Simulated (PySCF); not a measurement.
# SnH₄: electronic structure in real space

Aim: take SnH₄ and analyse its density (charges, bond critical points, surface potential), see where an electron leaves and enters and measure its response to a uniform field.

The runs use PySCF 2.14.0; levels as typed in each script, gas phase, geometry from GFN2-xTB.

### 1 Starting geometry

SMILES `[SnH4]`, 5 atoms, charge 0, spin multiplicity 1.

Bond lengths: Sn1–H2 1.638 Å, Sn1–H3 1.638 Å, Sn1–H4 1.638 Å, Sn1–H5 1.638 Å. Angles: H2–Sn1–H3 109.5°, H2–Sn1–H4 109.5°, H2–Sn1–H5 109.5°, H3–Sn1–H4 109.5°, H3–Sn1–H5 109.5°, H4–Sn1–H5 109.5°.

Geometry (Å):

```mol
H4Sn
  3D, bonds by distance, orders not assigned

  5  4  0  0  0  0  0  0  0  0999 V2000
   -0.0000    0.0000    0.0000 Sn  0  0
   -0.9460   -1.2436   -0.4929 H   0  0
   -0.9460    1.2436    0.4929 H   0  0
    0.9462   -0.4930    1.2435 H   0  0
    0.9462    0.4930   -1.2435 H   0  0
  1  2  8  0
  1  3  8  0
  1  4  8  0
  1  5  8  0
M  END
```

### 2 Density, bond paths and surface potential (wB97X/def2-tzvp)

File input.py:

```python
import numpy as np
from pyscf import gto, scf, dft
from pyscf.scf import atom_ks, atom_hf
from scipy.linalg import block_diag

def solve(mol, dm0=None, hcore=None):
    mf = (dft.UKS if mol.spin else dft.RKS)(mol, xc='wb97x')
    mf.grids.level = 3
    mf = mf.density_fit(auxbasis='def2-universal-jkfit')
    mf.conv_tol, mf.max_cycle = 1e-8, 80
    if hcore is not None:
        mf.get_hcore = lambda *args: hcore
    mf.kernel(dm0)
    if not mf.converged:
        mf = mf.newton().run(mf.mo_coeff, mf.mo_occ, max_cycle=30)
    assert mf.converged, 'SCF not converged'
    return mf

mol = gto.M(atom='''
Sn    -0.00001     0.00000     0.00000
H     -0.94602    -1.24362    -0.49295
H     -0.94602     1.24363     0.49295
H      0.94620    -0.49301     1.24346
H      0.94620     0.49302    -1.24346
''', basis='def2-tzvp', ecp={'Sn': 'def2-tzvp'}, charge=0, spin=0, verbose=4)
mf = solve(mol)
mf.analyze()
# spherically averaged free atoms, for the promolecule
atom_ks.AtomSphAverageRKS.init_guess_by_vsap = lambda self, mol=None: self.init_guess_by_minao(mol)  # core potentials
atm = atom_ks.get_atm_nrks(mol, xc='wb97x')
pro = block_diag(*[(atm[a[0]][2] * atm[a[0]][3]) @ atm[a[0]][2].T for a in mol._atom])
np.savez('result.npz', e=mf.e_tot, c=mf.mo_coeff, occ=mf.mo_occ, eps=mf.mo_energy, pro=pro, dip=mf.dip_moment(verbose=0), s2=mf.spin_square()[0])
```

Launch:

```bash
$ OMP_NUM_THREADS=1 python input.py
```

### 4 Removing and adding an electron (wB97X/def2-tzvp)

Edit input.py of step 2 so:

```diff
@@ -26,3 +26,12 @@
 mf = solve(mol)
-mf.analyze()
+out = dict(e0=mf.e_tot, dm0=mf.make_rdm1(), c=mf.mo_coeff, occ=mf.mo_occ, eps=mf.mo_energy)
+for name, dq, spin in [('cation', 1, 1)]:
+    ion = mol.copy().set(charge=mol.charge + dq, spin=spin).build()
+    mi = solve(ion)
+    if spin and dq > 0 and mol.nao < 130:
+        c, _, stable, _ = mi.stability(return_status=True)
+        if not stable:
+            mi = solve(ion, mi.make_rdm1(c, mi.mo_occ))
+    print(name, 'vertical energy change / eV', (mi.e_tot - mf.e_tot) * 27.211386)
+    out.update({'e_' + name: mi.e_tot, 'dm_' + name: mi.make_rdm1(), 's2_' + name: mi.spin_square()[0], 'eps_' + name: mi.mo_energy, 'occ_' + name: mi.mo_occ})
 # spherically averaged free atoms, for the promolecule
@@ -31,2 +40,2 @@
 pro = block_diag(*[(atm[a[0]][2] * atm[a[0]][3]) @ atm[a[0]][2].T for a in mol._atom])
-np.savez('result.npz', e=mf.e_tot, c=mf.mo_coeff, occ=mf.mo_occ, eps=mf.mo_energy, pro=pro, dip=mf.dip_moment(verbose=0), s2=mf.spin_square()[0])
+np.savez('result.npz', pro=pro, **out)
```

### 5 Response to an electric field (wB97X/def2-tzvp)

File input.py:

```python
import numpy as np
from pyscf import gto, scf, dft
from pyscf.scf import atom_ks, atom_hf
from scipy.linalg import block_diag

def solve(mol, dm0=None, hcore=None):
    mf = (dft.UKS if mol.spin else dft.RKS)(mol, xc='wb97x')
    mf.grids.level = 3
    mf = mf.density_fit(auxbasis='def2-universal-jkfit')
    mf.conv_tol, mf.max_cycle = 1e-8, 80
    if hcore is not None:
        mf.get_hcore = lambda *args: hcore
    mf.kernel(dm0)
    if not mf.converged:
        mf = mf.newton().run(mf.mo_coeff, mf.mo_occ, max_cycle=30)
    assert mf.converged, 'SCF not converged'
    return mf

mol = gto.M(atom='''
Sn    -0.00001     0.00000     0.00000
H     -0.94602    -1.24362    -0.49295
H     -0.94602     1.24363     0.49295
H      0.94620    -0.49301     1.24346
H      0.94620     0.49302    -1.24346
''', basis='def2-tzvp', ecp={'Sn': 'def2-tzvp'}, charge=0, spin=0, verbose=4)
field = np.array([0.004, 0.0, 0.0])  # atomic units
mol.set_common_orig(mol.atom_charges() @ mol.atom_coords() / mol.atom_charges().sum())
mf = solve(mol)
out = dict(dm0=mf.make_rdm1(), d0=mf.dip_moment(unit='AU'), e0=mf.e_tot)
for name, sign in (('p', 1), ('m', -1)):
    h = mf.get_hcore() + sign * np.einsum('x,xij->ij', field, mol.intor('int1e_r'))
    mi = solve(mol, mf.make_rdm1(), h)
    out.update({'dm' + name: mi.make_rdm1(), 'd' + name: mi.dip_moment(unit='AU'), 'e' + name: mi.e_tot})
# spherically averaged free atoms, for the promolecule
atom_ks.AtomSphAverageRKS.init_guess_by_vsap = lambda self, mol=None: self.init_guess_by_minao(mol)  # core potentials
atm = atom_ks.get_atm_nrks(mol, xc='wb97x')
pro = block_diag(*[(atm[a[0]][2] * atm[a[0]][3]) @ atm[a[0]][2].T for a in mol._atom])
np.savez('result.npz', pro=pro, **out)
```

(Steps that only read results are left out.)

Before running it: what results should come out? Wanted: dipole moment; HOMO, LUMO; polarisability along the field.

**Answer**, as computed:

| quantity | value |
| --- | --- |
| dipole moment (wB97X/def2-tzvp) | 0.00 D |
| HOMO, LUMO (wB97X/def2-tzvp) | -11.68, 2.66 eV |
| polarisability along the field (wB97X/def2-tzvp) | 38.2 bohr³ |

In words: At wB97X/def2-tzvp: The highest Hirshfeld charge is on Sn1 (+0.42 e), the lowest on H2, H3, H4 and H5 (−0.10 e). The geometry was not optimised at these levels.
